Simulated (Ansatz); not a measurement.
# CH₅FNOV: basis-set convergence

The task here is to estimate one member of a computed series from the others.

The runs use Ansatz 0.2.0, Gaussian basis; one geometry, several basis sets.

Plan: PBE0-D4/def2-SVP; ωB97M-V/def2-SVP; PBE0-D4/def2-QZVPP; ωB97M-V/def2-QZVPP; the functionals' def2-TZVPP values are taken from earlier runs.

### The geometry

All runs share one geometry, relaxed beforehand with PBE0-D4 in a triple-zeta def2 set.

SMILES `[CH3][V](=[NH])([OH])[F]`, 10 atoms, charge 0, spin multiplicity 1.

Atoms are counted from 1 here; the program's logs count them from 0.

Bond lengths: C1–V2 2.006 Å, C1–H6 1.090 Å, C1–H7 1.092 Å, C1–H8 1.095 Å, V2–N3 1.603 Å, V2–O4 1.771 Å, V2–F5 1.741 Å, N3–H9 1.011 Å, O4–H10 0.965 Å. Angles: V2–C1–H6 110.9°, V2–C1–H7 108.1°, V2–C1–H8 107.1°, H6–C1–H7 109.9°, H6–C1–H8 110.6°, H7–C1–H8 110.1°, C1–V2–N3 102.8°, C1–V2–O4 106.5°, C1–V2–F5 106.9°, N3–V2–O4 107.9°, N3–V2–F5 114.6°, O4–V2–F5 116.8°, V2–N3–H9 170.7°, V2–O4–H10 115.9°.

Set-up of the first run:

The input, in.yaml:

```yaml
crystal:
  periodic: [false, false, false]
  atoms:
    - {symbol: C, position_ang: [-1.286714, -0.160687, -0.386138]}
    - {symbol: V, position_ang: [0.556213, 0.327714, 0.237290]}
    - {symbol: N, position_ang: [0.771169, -0.638608, 1.498293]}
    - {symbol: O, position_ang: [1.672116, -0.185106, -1.039412]}
    - {symbol: F, position_ang: [0.528392, 2.025316, 0.622084]}
    - {symbol: H, position_ang: [-1.352228, -1.224855, -0.610895]}
    - {symbol: H, position_ang: [-1.991711, 0.095664, 0.407950]}
    - {symbol: H, position_ang: [-1.493213, 0.435899, -1.280805]}
    - {symbol: H, position_ang: [0.963323, -1.113441, 2.369840]}
    - {symbol: H, position_ang: [1.715754, 0.386805, -1.815307]}
basis:
  gaussian: {orbitals: def2-SVP}
hamiltonian: {xc: pbe0, dispersion: d4}
output: {orbitals: {seedname: orbitals}}
```

Started as:

```
$ ansatz run in.yaml --threads 4 --pin off --events-out ev --progress --plain --max-ram 10444MiB
```

Steps of the session up to this table: PBE0-D4 in def2-SVP; ωB97M-V in def2-SVP; PBE0-D4 in def2-QZVPP; ωB97M-V in def2-QZVPP.

One of the session's tables, all rows but one given; the rest of the session is left out.

It belongs to the step «Density functionals: the series». 

```
functional       basis  HOMO (eV)  LUMO (eV)
   PBE0-D4    def2-SVP      -8.14      -2.22
   PBE0-D4  def2-TZVPP          ?          ?
   PBE0-D4  def2-QZVPP      -8.35      -2.34
   ωB97M-V    def2-SVP     -10.49       0.19
   ωB97M-V  def2-TZVPP     -10.70       0.03
   ωB97M-V  def2-QZVPP     -10.72       0.00
```

Estimate the missing values for PBE0-D4, def2-TZVPP.

**Answer.** HOMO (eV): -8.33; LUMO (eV): -2.33. In the column «HOMO (eV)» it lies between PBE0-D4, def2-QZVPP (-8.35) and PBE0-D4, def2-SVP (-8.14).
